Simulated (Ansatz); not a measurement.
What does this script print? It uses Ansatz 0.2.0 through its Python package.

Script `vcrelax.py`:
```python
# -*- coding: utf-8 -*-
'''Cell relaxation of Al.'''

import ansatz as az
from ase import Atoms
from ase.neighborlist import neighbor_list
import numpy as np
from pymatgen.core import Structure

params = {
    'smearing': 'fermi_dirac',
    'sigma': 0.1,
    'xc': 'pbesol',
}

def edges_and_angles(cell):
    cell = np.asarray(cell)
    a, b, c = np.linalg.norm(cell, axis=1)
    cosines = cell[1] @ cell[2] / (b * c), cell[0] @ cell[2] / (a * c), cell[0] @ cell[1] / (a * b)
    return (a, b, c, *np.degrees(np.arccos(cosines)))

structure = (
    az.Lattice.fcc(4.04961)
    .space_group(225)
    .atom('Al', [0.0, 0.0, 0.0])
    .primitive()
)

# every cell quantity that the symmetry leaves free
calculation = (
    structure.calculation()
    .occupations(params['smearing'], width=params['sigma'])
    .functional(params['xc'])
    .kpoints(14)
    .basis(34 * az.Ry)
    .relax(cell=True, stress_tolerance=0.1)
)
steps = []


def collect(event):
    if event['event'] == 'relax_step':
        steps.append(event['data'])


result = calculation.session().plan().execute(on_event=collect)
r = result.report
print('step   energy (eV)     max comp. (eV/A)   P (GPa)  SCF')
for s in steps:
    print(f'{s["step"]:4d} {s["lagrangian_ev"]:15.5f} {s["allowed_force_max_ev_ang"]:12.4f} {s["pressure_gpa"]:10.3f} {s["n_scf"]:5d}')

first, last = steps[0], steps[-1]
symbols = [site.symbol for site in result.lattice.sites]
print(f'energy gained {first["lagrangian_ev"] - last["lagrangian_ev"]:.4f} eV in {len(steps) - 1} steps')
for label, vectors in (('before', first['cell_ang']), ('after', result.lattice.cell_ang)):
    print(label, 'a b c (A) {:.4f} {:.4f} {:.4f}  angles {:.2f} {:.2f} {:.2f}'.format(*edges_and_angles(vectors)), f' V = {abs(np.linalg.det(vectors)):.3f} A^3')
print('final stress xx yy zz (GPa, compression positive):', np.round(np.diag(r['stress_gpa']), 3) + 0.0)

final = Atoms(symbols, positions=last['positions_ang'], cell=result.lattice.cell_ang, pbc=True)
i, j, d = neighbor_list('ijd', final, 4.5)
print('neighbours within 1.2 times the shortest distance of each atom (A)')
for atom in range(len(final)):
    near = [m for m in np.argsort(d) if i[m] == atom]
    shell = [m for m in near if d[m] < 1.2 * d[near[0]]]
    print(f'{symbols[atom]}{atom} ({len(shell)}):', ', '.join(f'{symbols[j[m]]} {d[m]:.3f}' for m in shell))

print('relaxed fractional positions')
for site in result.lattice.sites:
    print(f'  {site.symbol:2s}', ' '.join(f'{v % 1:8.5f}' for v in np.round(site.position_frac, 5)))

n_atoms = len(r['lattice']['sites'])
print('F =', round(r['free_energy_ev'], 4), 'eV for', n_atoms, 'atoms')
print('E(sigma -> 0) =', round(r['energy_sigma0_ev'], 4), 'eV, TS =', round(r['entropy_ts_ev'], 5), 'eV')
print('closed by', r['closed_by'], 'after', r['n_iterations'], 'iterations')

final = Structure(result.lattice.cell_ang, [s.symbol for s in result.lattice.sites], [s.position_frac for s in result.lattice.sites])
distances = np.array([n.nn_distance for shell in final.get_all_neighbors(6.0) for n in shell])
values, counts = np.unique(distances.round(2), return_counts=True)
print('distance (A)  neighbours per atom')
for value, count in list(zip(values, counts))[:14]:
    print(f'{value:10.2f} {count / len(final):10.2f}')
```

```console
$ python vcrelax.py
step   energy (eV)     max comp. (eV/A)   P (GPa)  SCF
   1      -524.54626       0.0000     -2.091     6
   2      -524.54919       0.0000      0.325     4
   3      -524.54926       0.0000     -0.016     3
   4      -524.54925       0.0000     -0.018     3
energy gained 0.0030 eV in 3 steps
before a b c (A) 2.8635 2.8635 2.8635  angles 60.00 60.00 60.00  V = 16.603 A^3
after a b c (A) 2.8378 2.8378 2.8378  angles 60.00 60.00 60.00  V = 16.160 A^3
final stress xx yy zz (GPa, compression positive): [-0.018 -0.018 -0.018]
neighbours within 1.2 times the shortest distance of each atom (A)
Al0 (12): Al 2.838, Al 2.838, Al 2.838, Al 2.838, Al 2.838, Al 2.838, Al 2.838, Al 2.838, Al 2.838, Al 2.838, Al 2.838, Al 2.838
relaxed fractional positions
  Al  0.00000  0.00000  0.00000
F = -524.5493 eV for 1 atoms
E(sigma -> 0) = -524.5416 eV, TS = 0.01533 eV
closed by deck_thresholds after 3 iterations
distance (A)  neighbours per atom
      2.84      12.00
      4.01       6.00
      4.92      24.00
      5.68      12.00
```

Reading the output:
- Total energies depend on the potentials; only differences at equal settings carry meaning.
- Energies along a relaxation are free energies. Rows at an unchanged volume are solved on a plane-wave basis chosen afresh for that cell, so the energy jumps there and such rows are no steps of the walk.
- Edges and angles are those of the cell as typed, here a primitive one, not of the conventional cell.
- Processor time in the engine: 2.4 s on 1 thread of Intel(R) Xeon(R) Processor @ 2.30GHz, on a shared host, peak memory 0.51 GiB.
